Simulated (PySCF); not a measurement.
**Mo(CMe)(NH2)3: geometry, NMR shifts and electronic excitations**

Wanted: the NMR shifts and electronic excitations of Mo(CMe)(NH2)3 (`C[C]#[Mo]([NH2])([NH2])[NH2]`), by calculation.

The runs use PySCF 2.14.0, with density-fitted response routines of our own; the level of theory stands in each step. All values are computed, except where a source is named. Atoms count from 0, in the outputs and in this text.

**1. Starting geometry**

15 atoms, charge 0, multiplicity 1; geometry from: GFN2-xTB. The atoms were then displaced at random by about 0.03 Å, so the start is not that level's minimum.

Bonds of the start (Å): Mo0–C1 1.81, Mo0–N6 1.90, Mo0–N9 2.02, Mo0–N12 1.93, C1–C2 1.44, C2–H3 0.95, C2–H4 1.12, C2–H5 1.14, N6–H7 1.05, N6–H8 1.02, N9–H10 1.03, N9–H11 1.01, N12–H13 0.98, N12–H14 1.05.

**2. Optimising the geometry at PBE0-D3(BJ)/def2-SVP**

What the job is given:

```
{"job": {"xc": "PBE0", "basis": "def2-SVP", "d3": "d3bj", "grid": 1, "maxiter": 40, "shake": 0.03, "kind": "geom"}, "charge": 0, "multiplicity": 1}
Mo     0.058400    -0.075860    -0.676810
C     -0.013860    -0.012180     1.132260
C     -0.050770    -0.007370     2.569620
H     -0.908770     0.050680     2.977470
H      0.474560    -0.926830     2.948090
H      0.548820     0.874650     2.974520
N      1.891470    -0.044580    -1.179410
H      2.149700    -0.027810    -2.196070
H      2.728260    -0.042370    -0.599050
N     -0.914790     1.629100    -1.140310
H     -1.055780     1.842880    -2.142870
H     -1.306880     2.399680    -0.621220
N     -1.054120    -1.566390    -1.202400
H     -1.147360    -1.795610    -2.152630
H     -1.431640    -2.374100    -0.647180
```

Command:

```
$ OMP_NUM_THREADS=1 python probes_run.py task.json out
```

One launch serves the whole session: the jobs run in the order shown.

The log of the run:

```text
step   0  E = -313.60880540  max force = 0.159814
step   1  E = -313.64293752  max force = 0.057167
step   2  E = -313.64619419  max force = 0.024403
step   3  E = -313.64748027  max force = 0.004320
step   4  E = -313.64766951  max force = 0.001718
step   5  E = -313.64773532  max force = 0.001856
step   6  E = -313.64776470  max force = 0.000491
step   7  E = -313.64777378  max force = 0.000566
step   8  E = -313.64777723  max force = 0.000442
optimisation converged
```

Wall time 1.7 min (1 thread of Arm Neoverse V1, shared host); peak memory 0.58 GiB.

Step by step:

```csv
step,energy from step 0 (eV),largest force component (eV/Å)
0,0.0000,8.2180
1,-0.9288,2.9396
2,-1.0174,1.2549
3,-1.0524,0.2221
4,-1.0575,0.0883
5,-1.0593,0.0954
6,-1.0601,0.0252
7,-1.0604,0.0291
8,-1.0605,0.0227
```

Distances of close pairs at the start and the end, largest changes first:

```csv
bond,before (Å),after (Å),change (Å)
C2–H3,0.952,1.103,+0.151
Mo0–C1,1.812,1.716,-0.096
Mo0–N9,2.017,1.949,-0.068
Mo0–N6,1.901,1.949,+0.048
C2–H5,1.141,1.103,-0.038
N12–H13,0.982,1.019,+0.037
N12–H14,1.050,1.014,-0.037
C1–C2,1.438,1.470,+0.033
```

The end geometry stands in the next job.

```csv
at the end point,value
point group (found at 0.08 Å tolerance),C3v
"rotational constants (GHz, main isotopes)","2.620, 1.735, 1.734"
dipole moment (D),0.86
```

**3. NMR shieldings: PBE0/def2-TZVP+pcSseg-1**

What the job is given:

```
{"job": {"kind": "nmr", "xc": "PBE0", "basis": {"default": "pcSseg-1", "Mo": "def2-TZVP"}}, "charge": 0, "multiplicity": 1}
Mo    -0.002115    -0.003478    -0.730037
C     -0.001809    -0.006006     0.985695
C     -0.001721    -0.008151     2.456043
H     -1.029549     0.034049     2.853756
H      0.476162    -0.920138     2.851574
H      0.549746     0.860208     2.854018
N      1.902705    -0.054097    -1.140407
H      2.238908    -0.049272    -2.102285
H      2.690768    -0.076941    -0.503408
N     -0.913476     1.671027    -1.136452
H     -1.084191     1.963847    -2.097405
H     -1.290692     2.361222    -0.497104
N     -0.995690    -1.628460    -1.141456
H     -1.163477    -1.919252    -2.103609
H     -1.408329    -2.300667    -0.504913
```

Method: GIAO PBE0/pcSseg-1 Mo:def2-TZVP NMR shielding, scalar relativity only through core potentials, gas phase.

The log of the run:

```text
coarse grid: 56144 points
cycle   1  E = -313.4772916738  dE = -6.197e+00  |g| = 1.136e+00  |ddm| = 4.689e+00
cycle   2  E = -312.6187969553  dE =  8.585e-01  |g| = 2.107e+00  |ddm| = 3.176e+00
cycle   3  E = -313.5974996649  dE = -9.787e-01  |g| = 9.794e-01  |ddm| = 2.525e+00
cycle   4  E = -313.8102592169  dE = -2.128e-01  |g| = 5.513e-02  |ddm| = 5.921e-01
cycle   5  E = -313.8107036224  dE = -4.444e-04  |g| = 3.981e-02  |ddm| = 7.067e-02
cycle   6  E = -313.8110595565  dE = -3.559e-04  |g| = 1.135e-02  |ddm| = 2.786e-02
cycle   7  E = -313.8110826395  dE = -2.308e-05  |g| = 4.687e-03  |ddm| = 6.138e-03
cycle   8  E = -313.8110868225  dE = -4.183e-06  |g| = 1.923e-03  |ddm| = 3.275e-03
final grid: 118144 points
cycle   9  E = -313.8110785590  dE =  7.309e-06  |g| = 6.163e-03  |ddm| = 5.398e-03
cycle  10  E = -313.8109783695  dE =  1.002e-04  |g| = 2.244e-02  |ddm| = 1.625e-02
cycle  11  E = -313.8110861589  dE = -1.078e-04  |g| = 1.529e-03  |ddm| = 1.306e-02
cycle  12  E = -313.8110867132  dE = -5.543e-07  |g| = 7.890e-05  |ddm| = 1.146e-03
cycle  13  E = -313.8110867146  dE = -1.433e-09  |g| = 1.269e-05  |ddm| = 6.697e-05
cycle  14  E = -313.8110867146  dE = -3.934e-11  |g| = 6.068e-06  |ddm| = 1.514e-05
converged SCF energy = -313.8110867146

GIAO shielding tensors (ppm)
atom      isotropic    diamagn.    paramagn.     s11        s22        s33       span
  0 Mo         nan         nan         nan        nan        nan        nan        nan
  1 C     -131.739     265.172    -396.911   -281.021   -280.809    166.613    447.634
  2 C      149.919     253.079    -103.160    129.141    129.184    191.433     62.291
  3 H       28.746      29.463      -0.717     26.276     27.942     32.021      5.746
  4 H       28.745      29.461      -0.716     26.274     27.944     32.016      5.743
  5 H       28.746      29.475      -0.729     26.277     27.943     32.016      5.740
  6 N      134.062     319.203    -185.141    -51.943    214.886    239.243    291.186
  7 H       27.260      30.705      -3.445     25.036     27.250     29.494      4.458
  8 H       26.171      31.386      -5.215     23.568     24.213     30.734      7.166
  9 N      133.985     319.206    -185.221    -52.215    214.847    239.323    291.538
 10 H       27.255      30.707      -3.452     25.027     27.247     29.490      4.463
 11 H       26.162      31.388      -5.226     23.560     24.207     30.719      7.160
 12 N      133.997     319.195    -185.198    -51.963    214.737    239.218    291.181
 13 H       27.257      30.695      -3.439     25.033     27.248     29.489      4.457
 14 H       26.169      31.377      -5.208     23.566     24.212     30.728      7.162
```

It took 30 s on 1 thread of Arm Neoverse V1, shared host; peak memory 1 GiB.

Shifts follow as δ = σ(reference) − σ, with reference shieldings (ppm) from runs at the same level and on the same kind of geometry: 1H TMS 31.27, 13C TMS 184.4, 15N NH3 265.7. The references are single molecules in the gas phase, so shifts against H2O, NH3, PH3, H3PO4 or CFCl3 are not on the usual liquid scales and can be off by tens of ppm. Atoms listed in one row are averaged.

```csv
atoms,environment,σ (ppm),δ (ppm)
C1,"carbon bonded to C, Mo",-131.7,316.1
C2,"carbon bonded to C, 3 H",149.9,34.5
"H7, H8, H10, H11, H13, H14",hydrogen on a nitrogen bonded to Mo,26.71,4.55
"H3, H4, H5",hydrogen on a carbon bonded to C,28.75,2.52
"N6, N9, N12","nitrogen bonded to Mo, 2 H",134.0,131.7
```

Atoms past Kr carry core potentials, so their printed shieldings have no meaning and are left out of the table.

The run also stored atomic charges by several schemes (e):

```csv
atoms,Mulliken,ESP fit
Mo0,1.29,1.95
C1,-0.47,-0.46
C2,-0.29,-0.27
"N6, N9, N12",-0.71,-1.48
```

Mayer bond orders: Mo0–C1 2.44, Mo0–N6 0.95, Mo0–N9 0.95, Mo0–N12 0.95, C1–C2 1.13.

With diffuse functions Mulliken charges and Mayer bond orders lose their meaning; the other schemes are steadier.

The fields below are evaluated on a grid from the run's orbitals.

Frontier orbitals at PBE0/def2-TZVP+pcSseg-1, with the share of their density that lies nearest to each atom:

```csv
orbital,energy (eV),lies on
HOMO,-6.24,"N6, N9, N12 about 26 % each"
LUMO,0.01,"Mo0 24 %; H7, H10, H13 about 16 % each; C1 8 %"
```

ELF in a plane through or near 5 of the atoms.

Ten even steps from '0' (0.00) to '9' (1.00):
```
0000000000000000000000000000
0000000000000000000000000000
0000000000000000000000000000
0000000000000000000000000000
0000000232135520000000000000
0000005886578840000000000000
0000018999547610000000000000
0000006888336400100000000000
0000000024786225520255310000
0000000001111147732899960000
0000000001111147632899970000
0000000013664125520599830000
0000003677777400100011000000
0000018999437610000000000000
0000018998699981000000000000
0000004884289992000000000000
0000000000036730000000000000
0000000000000000000000000000
0000000000000000000000000000
0000000000000000000000000000
```
The map spans 10.9 Å across and 10.1 Å up, centred on the molecule. Atoms in the plane (x, y in Å): H5 (2.9, -0.1), N6 (-1.1, 1.5), N9 (-1.1, -1.7), H10 (-2.1, -2.1), H11 (-0.5, -2.5).

On the surface of density 0.002 e/bohr³ the electrostatic potential runs, from the 1st to the 99th percentile, from -1.43 V near N9 to 1.97 V near Mo0.

**4. Ultraviolet spectrum: PBE0/def2-SVPD**

Settings changed since step 3:

```diff
@@ -1,2 +1,2 @@
-{"job": {"kind": "nmr", "xc": "PBE0", "basis": {"default": "pcSseg-1", "Mo": "def2-TZVP"}}, "charge": 0, "multiplicity": 1}
+{"job": {"kind": "uv", "xc": "PBE0", "basis": "def2-SVPD", "ip": true, "nstates": 10}, "charge": 0, "multiplicity": 1}
 Mo    -0.002115    -0.003478    -0.730037
```

Level: TDDFT PBE0/def2-SVPD, vertical, gas phase, core orbitals frozen in the response.

The log of the run:

```text
coarse grid: 56144 points
cycle   1  E = -313.3668806472  dE = -7.423e+00  |g| = 1.025e+00  |ddm| = 6.462e+00
cycle   2  E = -312.6896883282  dE =  6.772e-01  |g| = 1.904e+00  |ddm| = 5.303e+00
cycle   3  E = -313.4793859458  dE = -7.897e-01  |g| = 8.888e-01  |ddm| = 4.013e+00
cycle   4  E = -313.6585340117  dE = -1.791e-01  |g| = 8.404e-02  |ddm| = 9.863e-01
cycle   5  E = -313.6597461991  dE = -1.212e-03  |g| = 3.305e-02  |ddm| = 1.475e-01
cycle   6  E = -313.6600093262  dE = -2.631e-04  |g| = 8.942e-03  |ddm| = 4.958e-02
cycle   7  E = -313.6600231768  dE = -1.385e-05  |g| = 4.615e-03  |ddm| = 1.423e-02
cycle   8  E = -313.6600279340  dE = -4.757e-06  |g| = 8.361e-04  |ddm| = 5.859e-03
final grid: 118144 points
cycle   9  E = -313.6600266629  dE =  9.615e-07  |g| = 2.267e-03  |ddm| = 7.969e-03
cycle  10  E = -313.6600128384  dE =  1.382e-05  |g| = 8.132e-03  |ddm| = 1.085e-02
cycle  11  E = -313.6600277319  dE = -1.489e-05  |g| = 6.831e-04  |ddm| = 8.507e-03
cycle  12  E = -313.6600278456  dE = -1.137e-07  |g| = 7.705e-05  |ddm| = 8.480e-04
cycle  13  E = -313.6600278470  dE = -1.319e-09  |g| = 1.106e-05  |ddm| = 1.331e-04
cycle  14  E = -313.6600278470  dE = -2.763e-11  |g| = 4.311e-06  |ddm| = 2.071e-05
converged SCF energy = -313.6600278470

Static polarisability (au): isotropic 96.889, principal 90.794 90.845 109.028

Singlet excitations
state   eV       nm        f      main configurations
  1   4.3552    284.7   0.00000   H-1->L+1 0.49, H-2->L+2 0.48
  2   4.6805    264.9   0.00051   H-2->L+1 0.48, H-1->L+2 0.47
  3   4.6810    264.9   0.00047   H-2->L+2 0.49, H-1->L+1 0.49
  4   4.9708    249.4   0.00074   H-1->L 0.59, H-1->L+3 0.24
  5   4.9719    249.4   0.00077   H-2->L 0.60, H-2->L+3 0.24
  6   5.0004    247.9   0.00001   H->L 0.91
  7   5.0562    245.2   0.03690   H-2->L+1 0.32, H-1->L+2 0.32, H-1->L+4 0.10
  8   5.2588    235.8   0.05665   H->L+1 0.84
  9   5.2618    235.6   0.05683   H->L+2 0.83
 10   5.4078    229.3   0.00001   H->L+3 0.90

Triplet excitations (Tamm-Dancoff, eV): 3.5251 3.8880 3.8881 4.2770
Vertical ionisation energy (delta-SCF) = 8.0840 eV
```

It took 3.6 min on 1 thread of Arm Neoverse V1, shared host; peak memory 1 GiB.

Frontier orbitals and where they lie:

```csv
orbital,eV,atoms
HOMO−3,-7.67,"N9 35 %, Mo0 22 %, N6 21 %"
HOMO−2,-6.43,"Mo0 39 %, C1 34 %, C2 7 %"
HOMO−1,-6.43,"Mo0 39 %, C1 34 %, C2 7 %"
HOMO,-6.41,"N6 29 %, N9 27 %, N12 26 %"
LUMO,-0.03,"Mo0 61 %, H10 5 %, H7 5 %"
LUMO+1,0.02,"Mo0 48 %, C1 16 %, N9 10 %"
LUMO+2,0.02,"Mo0 48 %, C1 16 %, N12 11 %"
```

With each of the 10 states as a Gaussian band of 0.4 eV half-width at 1/e, the curve within the window shown has maxima at 238 nm (ε 5,900) L/(mol cm). Beyond the last state computed it falls off for lack of states. The curve at chosen wavelengths:

```json
{"nm": "217", "ε (L/mol/cm)": "1422"}
{"nm": "221", "ε (L/mol/cm)": "2424"}
{"nm": "226", "ε (L/mol/cm)": "3889"}
{"nm": "230", "ε (L/mol/cm)": "4948"}
{"nm": "235", "ε (L/mol/cm)": "5751"}
{"nm": "239", "ε (L/mol/cm)": "5832"}
{"nm": "244", "ε (L/mol/cm)": "5285"}
{"nm": "248", "ε (L/mol/cm)": "4501"}
{"nm": "253", "ε (L/mol/cm)": "3370"}
{"nm": "257", "ε (L/mol/cm)": "2513"}
{"nm": "262", "ε (L/mol/cm)": "1628"}
{"nm": "266", "ε (L/mol/cm)": "1098"}
{"nm": "271", "ε (L/mol/cm)": "640"}
{"nm": "275", "ε (L/mol/cm)": "402"}
{"nm": "280", "ε (L/mol/cm)": "218"}
{"nm": "284", "ε (L/mol/cm)": "131"}
{"nm": "289", "ε (L/mol/cm)": "68"}
{"nm": "293", "ε (L/mol/cm)": "40"}
{"nm": "298", "ε (L/mol/cm)": "20"}
{"nm": "302", "ε (L/mol/cm)": "12"}
{"nm": "307", "ε (L/mol/cm)": "6"}
{"nm": "311", "ε (L/mol/cm)": "3"}
{"nm": "316", "ε (L/mol/cm)": "2"}
{"nm": "320", "ε (L/mol/cm)": "1"}
{"nm": "325", "ε (L/mol/cm)": "0"}
{"nm": "329", "ε (L/mol/cm)": "0"}
```

Leading natural transition orbitals of singlet state 9: the hole lies on N9 35 %; N6 25 %; N12 17 %; the particle on Mo0 46 %; C1 22 %; N12 6 %.

Leading natural transition orbitals of singlet state 1: the hole lies on C1 44 %; Mo0 36 %; the particle on Mo0 48 %; C1 21 %; N9 8 %.

Ground-state properties from the same run:

```csv
property,computed
dipole moment (D),0.62
polarisability (Å³),14.36
HOMO–LUMO gap (eV),6.38
−ε(HOMO) (eV),6.41
```

**5. NMR shieldings: B3LYP/def2-TZVP+pcSseg-1**

Settings changed since step 4:

```diff
@@ -1,2 +1,2 @@
-{"job": {"kind": "uv", "xc": "PBE0", "basis": "def2-SVPD", "ip": true, "nstates": 10}, "charge": 0, "multiplicity": 1}
+{"job": {"kind": "nmr", "xc": "B3LYP", "basis": {"default": "pcSseg-1", "Mo": "def2-TZVP"}, "pop": false}, "charge": 0, "multiplicity": 1}
 Mo    -0.002115    -0.003478    -0.730037
```

With the program's defaults for keys left out, this is: GIAO B3LYP/pcSseg-1 Mo:def2-TZVP NMR shielding, scalar relativity only through core potentials, gas phase.

The log of the run:

```text
coarse grid: 56144 points
cycle   1  E = -313.8023061072  dE = -6.137e+00  |g| = 1.168e+00  |ddm| = 4.686e+00
cycle   2  E = -312.8654280170  dE =  9.369e-01  |g| = 2.194e+00  |ddm| = 3.473e+00
cycle   3  E = -313.8704091213  dE = -1.005e+00  |g| = 1.121e+00  |ddm| = 2.790e+00
cycle   4  E = -314.1484532820  dE = -2.780e-01  |g| = 6.885e-02  |ddm| = 6.478e-01
cycle   5  E = -314.1490548635  dE = -6.016e-04  |g| = 5.277e-02  |ddm| = 8.795e-02
cycle   6  E = -314.1496922940  dE = -6.374e-04  |g| = 1.819e-02  |ddm| = 4.201e-02
cycle   7  E = -314.1497545321  dE = -6.224e-05  |g| = 6.803e-03  |ddm| = 1.343e-02
cycle   8  E = -314.1497643956  dE = -9.863e-06  |g| = 1.744e-03  |ddm| = 4.377e-03
final grid: 118144 points
cycle   9  E = -314.1497328089  dE =  7.983e-06  |g| = 6.319e-03  |ddm| = 5.661e-03
cycle  10  E = -314.1495963743  dE =  1.364e-04  |g| = 2.584e-02  |ddm| = 1.845e-02
cycle  11  E = -314.1497413309  dE = -1.450e-04  |g| = 8.786e-04  |ddm| = 1.486e-02
cycle  12  E = -314.1497415196  dE = -1.887e-07  |g| = 1.643e-04  |ddm| = 8.060e-04
cycle  13  E = -314.1497415252  dE = -5.521e-09  |g| = 2.436e-05  |ddm| = 1.156e-04
cycle  14  E = -314.1497415253  dE = -1.244e-10  |g| = 5.065e-06  |ddm| = 1.895e-05
converged SCF energy = -314.1497415253

GIAO shielding tensors (ppm)
atom      isotropic    diamagn.    paramagn.     s11        s22        s33       span
  0 Mo         nan         nan         nan        nan        nan        nan        nan
  1 C     -137.904     264.594    -402.498   -287.853   -287.641    161.781    449.633
  2 C      145.295     252.325    -107.030    124.670    124.711    186.504     61.835
  3 H       28.877      29.511      -0.633     26.494     28.169     31.969      5.475
  4 H       28.876      29.508      -0.633     26.492     28.171     31.964      5.472
  5 H       28.877      29.524      -0.648     26.495     28.170     31.964      5.469
  6 N      129.922     318.047    -188.125    -55.691    212.189    233.269    288.960
  7 H       27.437      30.730      -3.293     25.349     27.525     29.437      4.088
  8 H       26.307      31.430      -5.123     23.779     24.432     30.709      6.931
  9 N      129.841     318.053    -188.212    -55.979    212.148    233.353    289.332
 10 H       27.432      30.732      -3.300     25.339     27.523     29.433      4.094
 11 H       26.297      31.433      -5.135     23.770     24.426     30.696      6.925
 12 N      129.864     318.041    -188.177    -55.691    212.038    233.245    288.936
 13 H       27.434      30.720      -3.286     25.346     27.524     29.433      4.087
 14 H       26.304      31.421      -5.116     23.777     24.432     30.704      6.927
```

Wall time 20 s (1 thread of Arm Neoverse V1, shared host); peak memory 1.1 GiB.

In short: δ C1 317.1, C2 33.9, N6 133.7, H7 4.51, H3 2.51 ppm (means over like atoms).

**6. Side by side: NMR shifts**

Shifts (ppm), means over like atoms, with basis size and wall time:

```csv
run,C1,C2,H7,H3,N6,functions,time
PBE0/def2-TZVP+pcSseg-1,316.1,34.5,4.55,2.52,131.7,170,30 s
B3LYP/def2-TZVP+pcSseg-1,317.1,33.9,4.51,2.51,133.7,170,20 s
```

**7. What came out**

```
                                                                         quantity                        value
                                                                      point group                          C3v
                                             rotational constants (main isotopes)         2.62, 1.74, 1.73 GHz
                                 13C shifts against TMS (PBE0/def2-TZVP+pcSseg-1)              316.1, 34.5 ppm
 1H shifts against TMS (PBE0/def2-TZVP+pcSseg-1, means over atoms taken as alike)               4.55, 2.52 ppm
15N shifts against NH3 (PBE0/def2-TZVP+pcSseg-1, means over atoms taken as alike)                    131.7 ppm
                                            surface potential, 1st and 99th percentile           -1.43 V and 1.97 V
                                                  lowest singlet (PBE0/def2-SVPD)  4.36 eV (285 nm), f = 0.000
                                         brightest single state of those computed  state 9, 5.26 eV, f = 0.057
                                                                   lowest triplet                      3.53 eV
                                                         range of the shift of N6           131.7 to 133.7 ppm
```

In words: The start was shaken at random, so part of the energy gained undoes that. Over 8 steps the energy fell by 1.060 eV; of the close pairs, C2–H3 changed most, 0.952 to 1.103 Å. No frequency check was run at this level, so the end point may be a saddle. At PBE0/def2-TZVP+pcSseg-1: The largest span, 448 ppm, is at C1, where the paramagnetic term is -397 ppm. The first singlet state (HOMO−1→LUMO+1 0.49, HOMO−2→LUMO+2 0.48) lies at 4.36 eV and is dark; of the 10 states computed, the strongest absorption comes from states 8 to 9 together at 5.26 eV. The lowest triplet lies 0.83 eV below the lowest singlet (triplets in Tamm-Dancoff, singlets in full TDDFT). Across the 2 runs the shift of N6 (with its like atoms) moves most, between 131.7 (PBE0/def2-TZVP+pcSseg-1) and 133.7 ppm (B3LYP/def2-TZVP+pcSseg-1). Spin-orbit coupling is left out, which matters for shieldings and couplings at and beside the heavy atoms.
